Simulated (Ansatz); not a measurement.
# MgTl2: the cost of one run

Method: DFT PBE, scalar-relativistic, plane waves, PAW, in Ansatz 0.2.0.

## Step 1: The system as given

It takes space group Fd-3m (No. 227, cubic). The conventional cell has a = 8.527 Å, b = 8.527 Å, c = 8.527 Å, α = 90.00°, β = 90.00°, γ = 90.00°. Mg (site symmetry -43m) is surrounded by 12 Tl at 3.54 Å and 4 Mg at 3.69 Å. Tl (site symmetry -3m) is surrounded by 6 Tl at 3.01 Å.

Coordinates:

```xyz
6
Lattice="0.0000 4.2635 4.2635 4.2635 0.0000 4.2635 4.2635 4.2635 0.0000" Properties=species:S:1:pos:R:3 pbc="T T T"
Mg    0.0000    0.0000    0.0000
Mg    2.1318    2.1318    2.1318
Tl    5.3294    5.3294    5.3294
Tl    5.3294    3.1977    3.1977
Tl    3.1977    3.1977    5.3294
Tl    3.1977    5.3294    3.1977
```

This is candidate A: cubic Laves (C15) type (Fd-3m, No. 227).

(A quick probe on a coarse mesh, which set the mesh and smearing, is not shown.)

## Step 3: Rough relaxation on the coarse mesh (candidate A)

File input.yaml:

```yaml
crystal:
  lattice:
    - [0.0, 4.2635385387, 4.2635385387]
    - [4.2635385387, 0.0, 4.2635385387]
    - [4.2635385387, 4.2635385387, 0.0]
  atoms:
    - { symbol: Mg, position: [0.0, 0.0, 0.0] }
    - { symbol: Mg, position: [0.25, 0.25, 0.25] }
    - { symbol: Tl, position: [0.625, 0.625, 0.625] }
    - { symbol: Tl, position: [0.125, 0.625, 0.625] }
    - { symbol: Tl, position: [0.625, 0.625, 0.125] }
    - { symbol: Tl, position: [0.625, 0.125, 0.625] }
basis:
  ecutwfc: 420
kpoints:
  mp_grid: { grid: [4, 4, 4] }
hamiltonian:
  xc: pbe
scf:
  occupations: { method: gaussian, width: 0.1 }
  lower_state_search: "off"
output:
  forces: true
  stress: true
  eigenvalues: true
relax:
  adjacent_minimum: "off"
  f_tol: 0.04
  max_steps: 70
  cell: { stress_tol: 0.4 }
```

Command:

```
$ ansatz run input.yaml --threads 1 --pin off --max-ram 2560MiB --backend cpu --events-out ev --progress --plain --runs-dir out
```

Q: Estimate wall time and peak memory on 1 thread of Arm Neoverse V2, shared host.

About 14 s, with a peak of 0.41 GiB.
